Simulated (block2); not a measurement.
**CuSH (SMILES [SH][Cu]): a chain of runs**

We compute a single-point energy (singlet CuSH, DMRG-CASCI(10 orbitals)/def2-SVP), then the energy (triplet CuSH, DMRG-CASCI(10 orbitals)/def2-SVP), then a single-point energy (doublet CuSH+, DMRG-CASCI(10 orbitals)/def2-SVP) of CuHS. 

The results are computed with block2 0.5.4.

1 further run of the same task is left out (it didn't finish).

**1. Starting point**

The species is CuSH (3 atoms), meant as a singlet with charge 0. SMILES: `[SH][Cu]`. Geometry: relaxed at PBE0-D4/def2-TZVP.

Bond lengths: S1–Cu2 2.117 Å, S1–H3 1.346 Å. Angles: Cu2–S1–H3 93.6°.

**2. A single-point energy at DMRG-CASCI(10 orbitals)/def2-SVP (start occupation bias 0.3) (run 1)**

job.py reads:

```python
import numpy as np
from pyscf import gto, mcscf, mp, scf
from pyblock2._pyscf.ao2mo import integrals as itg
from pyblock2.driver.core import DMRGDriver, SymmetryTypes

geom = """
S     -0.511900     0.570500    -0.230300
Cu     1.309500     0.076500     0.729600
H     -0.808400    -0.711800    -0.512600
"""
mol = gto.M(
    atom=geom,
    basis="def2-svp",
    verbose=3,
)
print("basis functions                = %d" % (mol.nao))
mf = scf.RHF(mol)
mf.conv_tol = 1e-10
mf.max_cycle = 200
mf.kernel()
if not mf.converged:
    mf = mf.newton().run(mf.mo_coeff, mf.mo_occ)
print(f"E(SCF)                         = {mf.e_tot:.10f}")
# natural orbitals of MP2 give a compact matrix product state
occ_no, mo = mcscf.addons.make_natural_orbitals(mp.MP2(mf, frozen=10).run())
mf.mo_coeff = mo
ncas, n_elec, spin, ecore, h1e, g2e, orb_sym = itg.get_rhf_integrals(mf, ncore=18, ncas=10, pg_symm=False, g2e_symm=1)
driver = DMRGDriver(scratch="./tmp", symm_type=SymmetryTypes.SU2, stack_mem=1500 << 20, n_threads=1)
# orbital ordering
idx = driver.orbital_reordering(h1e, g2e, method="fiedler")
print("orbital order:", idx.tolist())
h1e = h1e[np.ix_(idx, idx)]
g2e = g2e[np.ix_(idx, idx, idx, idx)]
orb_sym = np.array(orb_sym)[idx]
driver.initialize_system(n_sites=ncas, n_elec=n_elec, spin=spin, orb_sym=orb_sym)
mpo = driver.get_qc_mpo(h1e=h1e, g2e=g2e, ecore=ecore, iprint=1)
occs = np.array([1.7] * 5 + [0.3] * 5)[idx]
ket = driver.get_random_mps(tag="GS", bond_dim=75, nroots=1, occs=occs)
bond_dims = [75] * 2 + [100] * 3
noises = [0.0001] * 2 + [1e-05] * 3 + [0]
thrds = [1e-09] * 5
e = driver.dmrg(mpo, ket, n_sweeps=11, tol=1e-06, bond_dims=bond_dims, noises=noises, thrds=thrds, iprint=1)
ms, dws, es = driver.get_dmrg_results()
print("discarded weight               = %.3e" % (dws[-1]))
print(f"total energy                   = {e:.10f}")
dm1 = driver.get_1pdm(ket)
print("NOONs                          =", np.round(np.linalg.eigvalsh(dm1)[::-1], 5).tolist())
c_act = mf.mo_coeff[:, 18:28][:, idx]
dm_ao = c_act @ dm1 @ c_act.T + 2 * mf.mo_coeff[:, :18] @ mf.mo_coeff[:, :18].T
print("dipole / D                     =", np.round(scf.hf.dip_moment(mol, dm_ao, verbose=0), 4).tolist())
print("largest bipartite entropy      = %.4f" % (max(driver.get_bipartite_entanglement(ket))))
csf, coef = driver.get_csf_coefficients(ket, cutoff=0.05, iprint=1)
print("c0^2                           = %.4f" % (np.max(np.abs(coef)) ** 2))
# FCI check
ci = mcscf.CASCI(mf, 10, (5, 5))
ci.fix_spin_(ss=0)
ci.fcisolver.conv_tol = 1e-10
ci.fcisolver.max_cycle = 200
ci.kernel()
print("exact diagonalisation          = %.10f" % (ci.e_tot))
```

Run with:

```console
$ python job.py
```

Log:

```text
basis functions                = 54
converged SCF energy = -2036.70582934395
E(SCF)                         = -2036.7058293440
E(RMP2) = -2037.21771191767  E_corr = -0.511882573714987
E(SCS-RMP2) = -2037.17188014579  E_corr = -0.466050801831199
orbital order: [2, 7, 3, 4, 6, 8, 0, 5, 1, 9]
integral symmetrize error =  0.0
integral cutoff error =  0.0
mpo terms =       6124

Build MPO | Nsites =    10 | Nterms =       6124 | Algorithm = FastBIP | Cutoff = 1.00e-20
 Site =     0 /    10 .. Mmpo =    14 DW = 0.00e+00 NNZ =       14 SPT = 0.0000 Tmvc = 0.000 T = 0.001
 Site =     1 /    10 .. Mmpo =    42 DW = 0.00e+00 NNZ =      179 SPT = 0.6956 Tmvc = 0.000 T = 0.001
 Site =     2 /    10 .. Mmpo =    64 DW = 0.00e+00 NNZ =      349 SPT = 0.8702 Tmvc = 0.000 T = 0.001
 Site =     3 /    10 .. Mmpo =    94 DW = 0.00e+00 NNZ =      574 SPT = 0.9046 Tmvc = 0.000 T = 0.001
 Site =     4 /    10 .. Mmpo =   132 DW = 0.00e+00 NNZ =      802 SPT = 0.9354 Tmvc = 0.000 T = 0.001
 Site =     5 /    10 .. Mmpo =    94 DW = 0.00e+00 NNZ =     2806 SPT = 0.7739 Tmvc = 0.000 T = 0.002
 Site =     6 /    10 .. Mmpo =    64 DW = 0.00e+00 NNZ =      573 SPT = 0.9048 Tmvc = 0.000 T = 0.001
 Site =     7 /    10 .. Mmpo =    42 DW = 0.00e+00 NNZ =      347 SPT = 0.8709 Tmvc = 0.000 T = 0.000
 Site =     8 /    10 .. Mmpo =    14 DW = 0.00e+00 NNZ =      179 SPT = 0.6956 Tmvc = 0.000 T = 0.000
 Site =     9 /    10 .. Mmpo =     1 DW = 0.00e+00 NNZ =       14 SPT = 0.0000 Tmvc = 0.000 T = 0.000
Ttotal =      0.009 Tmvc-total = 0.002 MPO bond dimension =   132 MaxDW = 0.00e+00
NNZ =         5837 SIZE =        43428 SPT = 0.8656

Rank =     0 Ttotal =      0.010 MPO method = FastBipartite bond dimension =     132 NNZ =         5837 SIZE =        43428 SPT = 0.8656

Sweep =    0 | Direction =  forward | Bond dimension =   75 | Noise =  1.00e-04 | Dav threshold =  1.00e-09
Time elapsed =      0.244 | E =   -2036.7394712947 | DW = 1.10544e-07

Sweep =    1 | Direction = backward | Bond dimension =   75 | Noise =  1.00e-04 | Dav threshold =  1.00e-09
Time elapsed =      0.472 | E =   -2036.7398814577 | DE = -4.10e-04 | DW = 3.27006e-07

Sweep =    2 | Direction =  forward | Bond dimension =  100 | Noise =  1.00e-05 | Dav threshold =  1.00e-09
Time elapsed =      0.731 | E =   -2036.7398952815 | DE = -1.38e-05 | DW = 8.91446e-08

Sweep =    3 | Direction = backward | Bond dimension =  100 | Noise =  1.00e-05 | Dav threshold =  1.00e-09
Time elapsed =      1.011 | E =   -2036.7398955647 | DE = -2.83e-07 | DW = 9.17094e-08

Sweep =    4 | Direction =  forward | Bond dimension =  100 | Noise =  1.00e-05 | Dav threshold =  1.00e-09
Time elapsed =      1.283 | E =   -2036.7398955675 | DE = -2.81e-09 | DW = 1.08179e-07

Sweep =    5 | Direction = backward | Bond dimension =  100 | Noise =  0.00e+00 | Dav threshold =  1.00e-07
Time elapsed =      1.509 | E =   -2036.7398955473 | DE = 2.02e-08 | DW = 7.03958e-08

discarded weight               = 7.040e-08
total energy                   = -2036.7398955473
NOONs                          = [1.99772, 1.99702, 1.99471, 1.99136, 1.98546, 0.01593, 0.01317, 0.00229, 0.00215, 0.00021]
dipole / D                     = [4.87, -2.0378, 2.5002]
largest bipartite entropy      = 0.0771
DTRIE T =      0.000
Number of CSF =          3 (cutoff =      0.05)
Sum of weights of included CSF =    0.989961250745277

CSF          0 2022002020  =   -0.991076534870345
CSF          1 2022+0-+-0  =    0.065678645551956
CSF          2 2022002200  =    0.058436874429828
c0^2                           = 0.9822
CASCI E = -2036.73989559427  E(CI) = -22.2993454406892  S^2 = 0.0000000
exact diagonalisation          = -2036.7398955943
```

Wall time 2.9 s (1 thread of AMD EPYC 9R45 (Zen 5), shared host); peak memory 0.29 GiB.

**3. The triplet: the energy at DMRG-CASCI(10 orbitals)/def2-SVP (start occupation bias 0.1) (run 3)**

run_dmrg.py reads:

```python
import numpy as np
from pyscf import gto, mcscf, mp, scf
from pyblock2._pyscf.ao2mo import integrals as itg
from pyblock2.driver.core import DMRGDriver, SymmetryTypes

geom = """
S     -0.511900     0.570500    -0.230300
Cu     1.309500     0.076500     0.729600
H     -0.808400    -0.711800    -0.512600
"""
mol = gto.M(
    atom=geom,
    basis="def2-svp",
    spin=2,
    verbose=3,
    max_memory=2000,
)
print("nao                            = %d" % (mol.nao))
mf = scf.ROHF(mol)
mf.conv_tol = 1e-10
mf.max_cycle = 200
mf.kernel()
if not mf.converged:
    mf = mf.newton().run(mf.mo_coeff, mf.mo_occ)
print("SCF energy                     = %.10f" % (mf.e_tot))
# rotate to MP2 natural orbitals
occ_no, mo = mcscf.addons.make_natural_orbitals(mp.MP2(mf.to_uhf(), frozen=10).run())
mf.mo_coeff = mo
ncas, n_elec, spin, ecore, h1e, g2e, orb_sym = itg.get_rhf_integrals(mf, ncore=18, ncas=10, pg_symm=False, g2e_symm=1)
drv = DMRGDriver(scratch="./tmp", symm_type=SymmetryTypes.SU2, stack_mem=1500 << 20, n_threads=1)
# order the orbitals along the chain
idx = drv.orbital_reordering(h1e, g2e, method="fiedler")
print("orbital order:", idx.tolist())
h1e = h1e[np.ix_(idx, idx)]
g2e = g2e[np.ix_(idx, idx, idx, idx)]
orb_sym = np.array(orb_sym)[idx]
drv.initialize_system(n_sites=ncas, n_elec=n_elec, spin=spin, orb_sym=orb_sym)
mpo = drv.get_qc_mpo(h1e=h1e, g2e=g2e, ecore=ecore, iprint=1)
occs = np.array([1.9] * 4 + [1.0] * 2 + [0.1] * 4)[idx]
mps = drv.get_random_mps(tag="GS", bond_dim=25, nroots=1, occs=occs)
bond_dims = [25] * 2 + [50] * 3 + [100] * 3
noises = [0.0001] * 2 + [0.0001] * 3 + [1e-05] * 3 + [0]
thrds = [1e-08] * 8
e = drv.dmrg(mpo, mps, n_sweeps=14, tol=1e-07, bond_dims=bond_dims, noises=noises, thrds=thrds, iprint=1)
ms, dws, es = drv.get_dmrg_results()
print("DW                             = %.3e" % (dws[-1]))
print(f"total energy                   = {e:.10f}")
dm1 = drv.get_1pdm(mps)
print("NOONs                          =", np.round(np.linalg.eigvalsh(dm1)[::-1], 5).tolist())
c_act = mf.mo_coeff[:, 18:28][:, idx]
dm_ao = c_act @ dm1 @ c_act.T + 2 * mf.mo_coeff[:, :18] @ mf.mo_coeff[:, :18].T
print("dipole moment (debye)          =", np.round(scf.hf.dip_moment(mol, dm_ao, verbose=0), 4).tolist())
print(f"max block entropy              = {max(drv.get_bipartite_entanglement(mps)):.4f}")
# exact diagonalisation in the same space
ci = mcscf.CASCI(mf, 10, (6, 4))
ci.fix_spin_(ss=2)
ci.fcisolver.conv_tol = 1e-10
ci.fcisolver.max_cycle = 200
ci.kernel()
print(f"E(FCI)                         = {ci.e_tot:.10f}")
```

Run with:

```console
$ python run_dmrg.py
```

Log:

```text
nao                            = 54
converged SCF energy = -2036.61673725157
SCF energy                     = -2036.6167372516
E(UMP2) = -2037.11783025183  E_corr = -0.501093000256435
E(SCS-UMP2) = -2037.07145124486  E_corr = -0.454713993290368
orbital order: [4, 2, 8, 3, 6, 1, 0, 7, 9, 5]
integral symmetrize error =  0.0
integral cutoff error =  0.0
mpo terms =       6133

Build MPO | Nsites =    10 | Nterms =       6133 | Algorithm = FastBIP | Cutoff = 1.00e-20
 Site =     0 /    10 .. Mmpo =    14 DW = 0.00e+00 NNZ =       14 SPT = 0.0000 Tmvc = 0.000 T = 0.001
 Site =     1 /    10 .. Mmpo =    42 DW = 0.00e+00 NNZ =      178 SPT = 0.6973 Tmvc = 0.000 T = 0.001
 Site =     2 /    10 .. Mmpo =    64 DW = 0.00e+00 NNZ =      349 SPT = 0.8702 Tmvc = 0.000 T = 0.001
 Site =     3 /    10 .. Mmpo =    94 DW = 0.00e+00 NNZ =      573 SPT = 0.9048 Tmvc = 0.000 T = 0.001
 Site =     4 /    10 .. Mmpo =   132 DW = 0.00e+00 NNZ =      802 SPT = 0.9354 Tmvc = 0.000 T = 0.001
 Site =     5 /    10 .. Mmpo =    94 DW = 0.00e+00 NNZ =     2812 SPT = 0.7734 Tmvc = 0.000 T = 0.002
 Site =     6 /    10 .. Mmpo =    64 DW = 0.00e+00 NNZ =      571 SPT = 0.9051 Tmvc = 0.000 T = 0.001
 Site =     7 /    10 .. Mmpo =    42 DW = 0.00e+00 NNZ =      349 SPT = 0.8702 Tmvc = 0.000 T = 0.000
 Site =     8 /    10 .. Mmpo =    14 DW = 0.00e+00 NNZ =      179 SPT = 0.6956 Tmvc = 0.000 T = 0.000
 Site =     9 /    10 .. Mmpo =     1 DW = 0.00e+00 NNZ =       14 SPT = 0.0000 Tmvc = 0.000 T = 0.000
Ttotal =      0.009 Tmvc-total = 0.002 MPO bond dimension =   132 MaxDW = 0.00e+00
NNZ =         5841 SIZE =        43428 SPT = 0.8655

Rank =     0 Ttotal =      0.010 MPO method = FastBipartite bond dimension =     132 NNZ =         5841 SIZE =        43428 SPT = 0.8655

Sweep =    0 | Direction =  forward | Bond dimension =   25 | Noise =  1.00e-04 | Dav threshold =  1.00e-08
Time elapsed =      0.081 | E =   -2036.6572865460 | DW = 4.23127e-06

Sweep =    1 | Direction = backward | Bond dimension =   25 | Noise =  1.00e-04 | Dav threshold =  1.00e-08
Time elapsed =      0.174 | E =   -2036.6602195716 | DE = -2.93e-03 | DW = 4.00421e-05

Sweep =    2 | Direction =  forward | Bond dimension =   50 | Noise =  1.00e-04 | Dav threshold =  1.00e-08
Time elapsed =      0.304 | E =   -2036.6605396828 | DE = -3.20e-04 | DW = 4.88939e-06

Sweep =    3 | Direction = backward | Bond dimension =   50 | Noise =  1.00e-04 | Dav threshold =  1.00e-08
Time elapsed =      0.466 | E =   -2036.6605770956 | DE = -3.74e-05 | DW = 5.79751e-06

Sweep =    4 | Direction =  forward | Bond dimension =   50 | Noise =  1.00e-04 | Dav threshold =  1.00e-08
Time elapsed =      0.618 | E =   -2036.6605882020 | DE = -1.11e-05 | DW = 1.01667e-05

Sweep =    5 | Direction = backward | Bond dimension =  100 | Noise =  1.00e-05 | Dav threshold =  1.00e-08
Time elapsed =      0.883 | E =   -2036.6605976378 | DE = -9.44e-06 | DW = 1.42048e-07

Sweep =    6 | Direction =  forward | Bond dimension =  100 | Noise =  1.00e-05 | Dav threshold =  1.00e-08
Time elapsed =      1.206 | E =   -2036.6605990225 | DE = -1.38e-06 | DW = 4.73647e-07

Sweep =    7 | Direction = backward | Bond dimension =  100 | Noise =  1.00e-05 | Dav threshold =  1.00e-08
Time elapsed =      1.530 | E =   -2036.6605990771 | DE = -5.47e-08 | DW = 2.87917e-07

Sweep =    8 | Direction =  forward | Bond dimension =  100 | Noise =  0.00e+00 | Dav threshold =  1.00e-08
Time elapsed =      1.805 | E =   -2036.6605991323 | DE = -5.52e-08 | DW = 2.25913e-07

DW                             = 2.259e-07
total energy                   = -2036.6605991323
NOONs                          = [1.99645, 1.99501, 1.98396, 1.97683, 1.01016, 1.00557, 0.01439, 0.01335, 0.00377, 0.0005]
dipole moment (debye)          = [-2.3303, -0.527, -1.3353]
max block entropy              = 0.1412
CASCI E = -2036.66059918078  E(CI) = -22.3163571863051  S^2 = 2.0000000
E(FCI)                         = -2036.6605991808
```

Run time: 3.6 s. Hardware: 1 thread of AMD EPYC 9R45 (Zen 5), shared host; peak memory 0.3 GiB.

**4. The doublet cation: the energy at DMRG-CASCI(10 orbitals)/def2-SVP (start occupation bias 0.2) (run 5)**

mol.xyz reads:

```xyz
3
CuHS
S     -0.511900     0.570500    -0.230300
Cu     1.309500     0.076500     0.729600
H     -0.808400    -0.711800    -0.512600
```

run_dmrg.py reads:

```python
import numpy as np
from pyscf import gto, mcscf, mp, scf
from pyblock2._pyscf.ao2mo import integrals as itg
from pyblock2.driver.core import DMRGDriver, SymmetryTypes

geom = "mol.xyz"
mol = gto.M(
    atom=geom,
    basis="def2-svp",
    charge=1,
    spin=1,
    verbose=3,
)
print("nao                      = %d" % (mol.nao))
mf = scf.ROHF(mol)
mf.conv_tol = 1e-10
mf.max_cycle = 200
mf.kernel()
if not mf.converged:
    mf = mf.newton().run(mf.mo_coeff, mf.mo_occ)
print("E(HF)                    = %.10f" % (mf.e_tot))
# rotate to MP2 natural orbitals
occ_no, mo = mcscf.addons.make_natural_orbitals(mp.MP2(mf.to_uhf(), frozen=10).run())
mf.mo_coeff = mo
ncas, n_elec, spin, ecore, h1e, g2e, orb_sym = itg.get_rhf_integrals(mf, ncore=18, ncas=10, pg_symm=False, g2e_symm=1)
drv = DMRGDriver(scratch="./tmp", symm_type=SymmetryTypes.SU2, stack_mem=1500 << 20, n_threads=1)
# order the orbitals along the chain
idx = drv.orbital_reordering(h1e, g2e, method="fiedler")
print("orbital order:", idx.tolist())
h1e = h1e[np.ix_(idx, idx)]
g2e = g2e[np.ix_(idx, idx, idx, idx)]
orb_sym = np.array(orb_sym)[idx]
drv.initialize_system(n_sites=ncas, n_elec=n_elec, spin=spin, orb_sym=orb_sym)
mpo = drv.get_qc_mpo(h1e=h1e, g2e=g2e, ecore=ecore, iprint=0)
occs = np.array([1.8] * 4 + [1.0] * 1 + [0.2] * 5)[idx]
mps = drv.get_random_mps(tag="GS", bond_dim=75, nroots=1, occs=occs)
bond_dims = [75] * 3 + [100] * 2
noises = [0.0001] * 3 + [1e-05] * 2 + [0]
thrds = [1e-08] * 5
e = drv.dmrg(mpo, mps, n_sweeps=11, tol=1e-06, bond_dims=bond_dims, noises=noises, thrds=thrds, iprint=1)
ms, dws, es = drv.get_dmrg_results()
print("discarded weight         = %.3e" % (dws[-1]))
print(f"total energy             = {e:.10f}")
dm1 = drv.get_1pdm(mps)
print("NOONs                    =", np.round(np.linalg.eigvalsh(dm1)[::-1], 5).tolist())
c_act = mf.mo_coeff[:, 18:28][:, idx]
dm_ao = c_act @ dm1 @ c_act.T + 2 * mf.mo_coeff[:, :18] @ mf.mo_coeff[:, :18].T
print("dipole / D               =", np.round(scf.hf.dip_moment(mol, dm_ao, verbose=0), 4).tolist())
print("largest bipartite entropy = %.4f" % (max(drv.get_bipartite_entanglement(mps))))
csf, coef = drv.get_csf_coefficients(mps, cutoff=0.08, iprint=1)
print(f"leading coefficient squared = {np.max(np.abs(coef)) ** 2:.4f}")
# FCI check
ci = mcscf.CASCI(mf, 10, (5, 4))
ci.fix_spin_(ss=0.75)
ci.fcisolver.conv_tol = 1e-10
ci.fcisolver.max_cycle = 200
ci.kernel()
print(f"FCI energy               = {ci.e_tot:.10f}")
```

Run with:

```console
$ python run_dmrg.py
```

Log:

```text
nao                      = 54
converged SCF energy = -2036.44211846684
E(HF)                    = -2036.4421184668
E(UMP2) = -2036.92375369803  E_corr = -0.481635231190056
E(SCS-UMP2) = -2036.88019316445  E_corr = -0.438074697612116
orbital order: [9, 1, 5, 8, 6, 0, 7, 2, 3, 4]

Sweep =    0 | Direction =  forward | Bond dimension =   75 | Noise =  1.00e-04 | Dav threshold =  1.00e-08
Time elapsed =      0.213 | E =   -2036.4800844291 | DW = 8.29283e-08

Sweep =    1 | Direction = backward | Bond dimension =   75 | Noise =  1.00e-04 | Dav threshold =  1.00e-08
Time elapsed =      0.444 | E =   -2036.4809127124 | DE = -8.28e-04 | DW = 4.54995e-07

Sweep =    2 | Direction =  forward | Bond dimension =   75 | Noise =  1.00e-04 | Dav threshold =  1.00e-08
Time elapsed =      0.669 | E =   -2036.4809150718 | DE = -2.36e-06 | DW = 6.62564e-07

Sweep =    3 | Direction = backward | Bond dimension =  100 | Noise =  1.00e-05 | Dav threshold =  1.00e-08
Time elapsed =      0.962 | E =   -2036.4809170676 | DE = -2.00e-06 | DW = 1.27725e-07

Sweep =    4 | Direction =  forward | Bond dimension =  100 | Noise =  1.00e-05 | Dav threshold =  1.00e-08
Time elapsed =      1.289 | E =   -2036.4809173622 | DE = -2.95e-07 | DW = 1.41869e-07

Sweep =    5 | Direction = backward | Bond dimension =  100 | Noise =  0.00e+00 | Dav threshold =  1.00e-07
Time elapsed =      1.566 | E =   -2036.4809177157 | DE = -3.54e-07 | DW = 9.56503e-08

discarded weight         = 9.565e-08
total energy             = -2036.4809177157
NOONs                    = [1.99825, 1.99745, 1.98645, 1.98631, 1.00214, 0.01408, 0.01166, 0.003, 0.00053, 0.00014]
dipole / D               = [4.3165, -0.4491, 2.3394]
largest bipartite entropy = 0.1092
DTRIE T =      0.000
Number of CSF =          1 (cutoff =      0.08)
Sum of weights of included CSF =    0.981388273490640

CSF          0 020002022-  =   -0.990650429511157
leading coefficient squared = 0.9814
CASCI E = -2036.48091792715  E(CI) = -21.8211035906620  S^2 = 0.7500000
FCI energy               = -2036.4809179271
```

Wall time 3 s (1 thread of AMD EPYC 9R45 (Zen 5), shared host); peak memory 0.3 GiB.

**5. What came out**

| quantity | value |
| --- | --- |
| run 1, DMRG-CASCI(10 orbitals)/def2-SVP: total energy | -2036.73990 Eh |
| run 1, DMRG-CASCI(10 orbitals)/def2-SVP: dipole moment (of the density that the program reports) | 5.84 D |
| triplet: total energy | -2036.66060 Eh |
| triplet: dipole moment (of the density that the program reports) | 2.74 D |
| doublet cation: total energy | -2036.48092 Eh |
